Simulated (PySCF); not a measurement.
# C4H7AlClO: the cost of one run

Computed with PySCF 2.14.0, with density-fitted response routines of our own, on a single molecule in the gas phase. Atoms count from 0, in the outputs and in this text.

## (1) Starting geometry

14 atoms, charge -1, multiplicity 1; geometry from: GFN2-xTB.

Bonds of the start (Å): C0–C1 1.21, C1–Al2 2.01, Al2–C3 2.04, Al2–Cl4 2.12, Al2–O5 1.69, O5–C6 1.37, C0–H7 1.06, C3–H8 1.10, C3–H9 1.10, C3–H10 1.10, C6–H11 1.10, C6–H12 1.10, C6–H13 1.10.

## (2) Excited states and response: CAM-B3LYP/def2-SVPD

What the job is given:

```
{"job": {"kind": "uv", "xc": "CAM-B3LYP", "basis": "def2-SVPD", "nstates": 8, "ntriplets": 3}, "charge": -1, "multiplicity": 1}
C      3.017826    -1.060544    -0.370293
C      1.993597    -0.521425    -0.022579
Al     0.296187     0.365822     0.581132
C      0.072496     2.151937    -0.381949
Cl     0.471742     0.702314     2.669166
O     -0.999391    -0.680444     0.280951
C     -2.011022    -1.556911    -0.010159
H      3.914904    -1.530654    -0.683306
H      0.068888     2.008721    -1.468331
H     -0.830871     2.730204    -0.152687
H      0.913055     2.823612    -0.177866
H     -2.750149    -1.099451    -0.684999
H     -2.537724    -1.874770     0.902107
H     -1.620217    -2.458883    -0.503354
```

Method: TDDFT CAM-B3LYP/def2-SVPD, vertical, gas phase, core orbitals frozen in the response.

Command:

```sh
$ OMP_NUM_THREADS=1 python probes_run.py task.json out
```

This one command runs all jobs of the session in turn.

Q: Estimate the wall time and peak memory of this job on 1 thread of Arm Neoverse N1, shared host.

About 93 s, with a peak of 0.95 GiB.
